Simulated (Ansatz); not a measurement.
**GaH5OSi: how energies converge with the basis set**

How large a basis does GaH5OSi need? Two functionals are run in growing sets.

Program: Ansatz 0.2.0, Gaussian basis. Level of theory: one geometry, several basis sets. These are calculated values, not measurements.

The runs, in order: PBE0-D4/def2-SVP; ωB97M-V/def2-SVP; PBE0-D4/def2-QZVPP; ωB97M-V/def2-QZVPP; the functionals' def2-TZVPP values are taken from earlier runs.

## 1. Structure used throughout

An earlier PBE0-D4 in a triple-zeta def2 set relaxation fixed the geometry.

SMILES `O[SiH2][GaH2]`, 8 atoms, charge 0, spin multiplicity 1.

Atoms are counted from 1 here; the program's logs count them from 0.

Bond lengths: O1–Si2 1.662 Å, O1–H4 0.959 Å, Si2–Ga3 2.424 Å, Si2–H5 1.495 Å, Si2–H6 1.495 Å, Ga3–H7 1.574 Å, Ga3–H8 1.574 Å. Angles: Si2–O1–H4 117.5°, O1–Si2–Ga3 103.6°, O1–Si2–H5 110.6°, O1–Si2–H6 110.6°, Ga3–Si2–H5 113.3°, Ga3–Si2–H6 113.3°, H5–Si2–H6 105.5°, Si2–Ga3–H7 121.1°, Si2–Ga3–H8 121.1°, H7–Ga3–H8 117.7°.

Geometry (Å):

```
O    -1.4280    0.0124   -1.0417
Si   -0.2359    0.7463   -0.1461
Ga    1.0482   -1.1155    0.7255
H    -2.0618    0.5798   -1.4833
H     0.5698    1.6721   -0.9998
H    -0.8329    1.6046    0.9225
H     2.2647   -1.7112   -0.0757
H     0.6760   -1.7885    2.0986
```

## 2. PBE0-D4 in def2-SVP

Contents of in.yaml:

```yaml
crystal:
  periodic: [false, false, false]
  atoms:
    - {symbol: O, position_ang: [-1.428004, 0.012375, -1.041690]}
    - {symbol: Si, position_ang: [-0.235870, 0.746314, -0.146121]}
    - {symbol: Ga, position_ang: [1.048152, -1.115506, 0.725538]}
    - {symbol: H, position_ang: [-2.061796, 0.579848, -1.483323]}
    - {symbol: H, position_ang: [0.569752, 1.672124, -0.999831]}
    - {symbol: H, position_ang: [-0.832882, 1.604558, 0.922518]}
    - {symbol: H, position_ang: [2.264654, -1.711218, -0.075712]}
    - {symbol: H, position_ang: [0.676004, -1.788496, 2.098620]}
basis:
  gaussian: {orbitals: def2-SVP}
hamiltonian: {xc: pbe0, dispersion: d4}
output: {orbitals: {seedname: orbitals}}
```

Run with:

```sh
$ ansatz run in.yaml --threads 2 --pin off --events-out ev --progress --plain --max-ram 4352MiB
```

The runs that follow: ωB97M-V in def2-SVP; PBE0-D4 in def2-QZVPP; ωB97M-V in def2-QZVPP.

Q: Predict the results of all the runs planned. Wanted: PBE0-D4: double and triple zeta above quadruple; ωB97M-V: double and triple zeta above quadruple.

As calculated:

| quantity | value |
| --- | --- |
| PBE0-D4: double and triple zeta above quadruple | 13.90, 1.59 eV |
| ωB97M-V: double and triple zeta above quadruple | 13.92, 1.54 eV |

In words: PBE0-D4 gains 12.31 eV from double to triple zeta, then 1.59 eV more. These are total energies; as a rule much of such shifts cancels in differences, which this series doesn't test.
